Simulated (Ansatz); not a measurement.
# Ni: the cost of one run

Method: DFT PBE, PAW, plane waves, scalar-relativistic, in Ansatz 0.2.0.

## Step 1: The system as given

The structure is cubic, space group Fm-3m (No. 225). The conventional cell has a = 3.536 Å, b = 3.536 Å, c = 3.536 Å, α = 90.00°, β = 90.00°, γ = 90.00°. Around Ni (site symmetry m-3m) lie 12 Ni at 2.50 Å.

As a file:

```cif
data_structure
_symmetry_space_group_name_H-M 'P 1'
_symmetry_Int_Tables_number 1
_cell_length_a 2.5004
_cell_length_b 4.3308
_cell_length_c 2.5004
_cell_angle_alpha 90.000
_cell_angle_beta 90.000
_cell_angle_gamma 54.736
_cell_volume 22.11
loop_
_atom_site_label
_atom_site_type_symbol
_atom_site_fract_x
_atom_site_fract_y
_atom_site_fract_z
_atom_site_occupancy
Ni1 Ni 0.00000 0.00000 0.00000 1
Ni2 Ni 0.00000 0.50000 0.50000 1
```

Atoms are counted from 1 in the order of input.yaml (Ni2 and so on).

First come: parallel moments, plain SCF; opposed moments +-, plain SCF; no spin polarisation; spin on, no moments given (the program may seed its own), plain SCF. Further starts follow from what these give.

“Plain SCF” means no search for lower states. Ends within 0.2 meV/atom and 0.1 μB count as one state.

Moments by site are taken inside atomic spheres; the rest lies between them.

## Step 2: Parallel moments, plain SCF

File input.yaml:

```yaml
crystal:
  lattice:
    - [0.0, -1.76805, -1.76805]
    - [-3.5361, -1.76805, -1.76805]
    - [0.0, 1.76805, -1.76805]
  atoms:
    - { symbol: Ni, position: [0.0, 0.0, 0.0], spin: 2.0 }
    - { symbol: Ni, position: [0.0, 0.5, 0.5], spin: 2.0 }
magnetization:
  spin_polarized: true
hamiltonian:
  xc: pbe
  pseudopotentials: { kind: paw }
basis:
  ecutwfc: 420
kpoints:
  mp_grid: { grid: [12, 7, 10] }
scf:
  occupations: { method: fermi_dirac, width: 0.05 }
  lower_state_search: "off"
output:
  forces: true
  stress: true
```

On the command line:

```bash
> ansatz run input.yaml --threads 2 --pin off --max-ram 5120MiB --backend cpu --events-out ev --progress --plain --runs-dir out
```

Q: Estimate wall time and peak memory on 2 threads of Arm Neoverse V2, shared host.

About 8.6 s, with a peak of 0.45 GiB.
